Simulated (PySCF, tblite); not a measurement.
# C₃H₈F₂SSi₂: geometry, infrared bands and NMR shifts

What infrared bands and NMR shifts should C₃H₈F₂SSi₂ (`F[SiH2]S[Si@H](F)C1CC1`) show?

The runs use tblite 0.8.0 and PySCF 2.14.0, with density-fitted response routines of our own; the level of theory stands in each step. All values are computed, except where a source is named. Atoms count from 0, in the outputs and in this text.

**1. Starting geometry**

16 atoms, charge 0, multiplicity 1; geometry from: force field or distance geometry start.

Bonds of the start (Å): F0–Si1 1.61, Si1–S2 2.11, S2–Si3 2.13, Si3–F4 1.59, Si3–C5 1.88, C5–C6 1.50, C6–C7 1.51, C7–C5 1.50, Si1–H8 1.49, Si1–H9 1.47, Si3–H10 1.49, C5–H11 1.09, C6–H12 1.10, C6–H13 1.09, C7–H14 1.08, C7–H15 1.09.

**2. Relaxing the molecule with GFN2-xTB**

Job settings and geometry (Å):

```
{"job": {"kind": "relax", "xc": "GFN2-xTB", "basis": "xTB"}, "charge": 0, "multiplicity": 1}
F      3.435900    -1.364700     1.042300
Si     3.361100    -0.117400     0.021100
S      1.717000     1.102100     0.546300
Si     0.321600    -0.448900     0.139700
F      0.428700    -0.869700    -1.389300
C     -1.407000     0.221300     0.447300
C     -2.560200    -0.296700    -0.363300
C     -2.042300     1.099300    -0.591100
H      4.611300     0.673300     0.185700
H      3.270000    -0.607300    -1.362200
H      0.564200    -1.636600     1.008900
H     -1.588800     0.467400     1.489900
H     -3.525500    -0.406200     0.146000
H     -2.390500    -1.032900    -1.146200
H     -1.540900     1.300000    -1.530900
H     -2.662200     1.925800    -0.243100
```

Run with:

```sh
OMP_NUM_THREADS=1 python probes_run.py task.json out
```

This one command runs all jobs of the session in turn.

**Question.** This job is followed by: GFN2-xTB harmonic vibrations, gas phase; GIAO PBE0/pcSseg-1 NMR shielding, non-relativistic, gas phase. Predict these results of the whole session: strongest single infrared mode (GFN2-xTB); zero-point energy (GFN2-xTB); 13C shifts against TMS (PBE0/pcSseg-1); 1H shifts against TMS (PBE0/pcSseg-1); 19F shifts against CFCl3 (PBE0/pcSseg-1); 29Si shifts against TMS (PBE0/pcSseg-1); 33S shifts against CS2 (PBE0/pcSseg-1); surface potential, 1st and 99th percentile.

**Answer**, as computed:

```
                                 quantity                                               value
strongest single infrared mode (GFN2-xTB)                                643 cm⁻¹, 286 km/mol
             zero-point energy (GFN2-xTB)                                       65.5 kcal/mol
   13C shifts against TMS (PBE0/pcSseg-1)                                   5.8, 4.3, 2.2 ppm
    1H shifts against TMS (PBE0/pcSseg-1)  5.79, 5.57, 5.44, 0.91, 0.87, 0.80, 0.51, 0.15 ppm
 19F shifts against CFCl3 (PBE0/pcSseg-1)                                  -174.3, -195.7 ppm
  29Si shifts against TMS (PBE0/pcSseg-1)                                       22.1, 6.3 ppm
   33S shifts against CS2 (PBE0/pcSseg-1)                                            -164 ppm
    surface potential, 1st and 99th percentile                                  -0.98 V and 1.59 V
```

**Reading.** Over 181 steps the energy fell by 0.219 eV; of the close pairs, Si1–H8 changed most, 1.488 to 1.444 Å. No mode is imaginary among the 42: a minimum at this level. The strongest single mode, at 643 cm⁻¹, moves mainly H10. GFN2-xTB is a fitted tight-binding method: band positions and strengths are rough. Its intensities can rank the bands wrongly. At PBE0/pcSseg-1: The widest tensor belongs to S2: span 225 ppm, with a paramagnetic part of -395 ppm. By nearest atom (PBE0/pcSseg-1), the HOMO sits on S2 79 % and the LUMO on Si1, Si3 about 16 % each; H8, H9 about 12 % each.
